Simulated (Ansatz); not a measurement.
# VI3Br: the cost of one run

Method: DFT PBE, scalar-relativistic, plane waves, PAW, in Ansatz 0.2.0.

## 1. Starting point

Symmetry: Pm-3m, No. 221, cubic system. Conventional cell: a = 5.422 Å, b = 5.422 Å, c = 5.422 Å, α = 90.00°, β = 90.00°, γ = 90.00°. V (site symmetry m-3m) has 6 I at 2.71 Å as nearest neighbours. I (site symmetry 4/mmm) has 2 V at 2.71 Å as nearest neighbours. Around Br (site symmetry m-3m) lie 12 I at 3.83 Å.

Structure file:

```
CELL_PARAMETERS angstrom
5.42222 0.00000 0.00000
0.00000 5.42222 0.00000
0.00000 0.00000 5.42222
ATOMIC_POSITIONS crystal
V 0.50000 0.50000 0.50000
I 0.00000 0.50000 0.50000
I 0.50000 0.00000 0.50000
I 0.50000 0.50000 0.00000
Br 0.00000 0.00000 0.00000
```

The cell is invented: species swapped into a database cell of CdCo3N (Pm-3m, No. 221), with Br on the Cd sites, I on the Co sites and V on the N sites. Lengths come from tabulated atomic sizes and are only a guess.

## 2. A first look at the guess

input.yaml

```yaml
crystal:
  lattice:
    - [5.4222189, 0.0, 0.0]
    - [0.0, 5.4222189, 0.0]
    - [0.0, 0.0, 5.4222189]
  atoms:
    - { symbol: V, position: [0.5, 0.5, 0.5], spin: 2.0 }
    - { symbol: I, position: [0.0, 0.5, 0.5] }
    - { symbol: I, position: [0.5, 0.0, 0.5] }
    - { symbol: I, position: [0.5, 0.5, 0.0] }
    - { symbol: Br, position: [0.0, 0.0, 0.0] }
basis:
  ecutwfc: 420
kpoints:
  mp_grid: { grid: [4, 4, 4] }
hamiltonian:
  xc: pbe
scf:
  occupations: { method: gaussian, width: 0.1 }
  lower_state_search: "off"
output:
  forces: true
  stress: true
  eigenvalues: true
  populations: true
magnetization:
  spin_polarized: true
```

Started as:

```sh
$ ansatz run input.yaml --threads 1 --pin off --max-ram 2048MiB --backend cpu --events-out ev --progress --plain --runs-dir out
```

Q: Estimate wall time and peak memory on 1 thread of Arm Neoverse N1, shared host.

About 45 s, with a peak of 0.48 GiB.
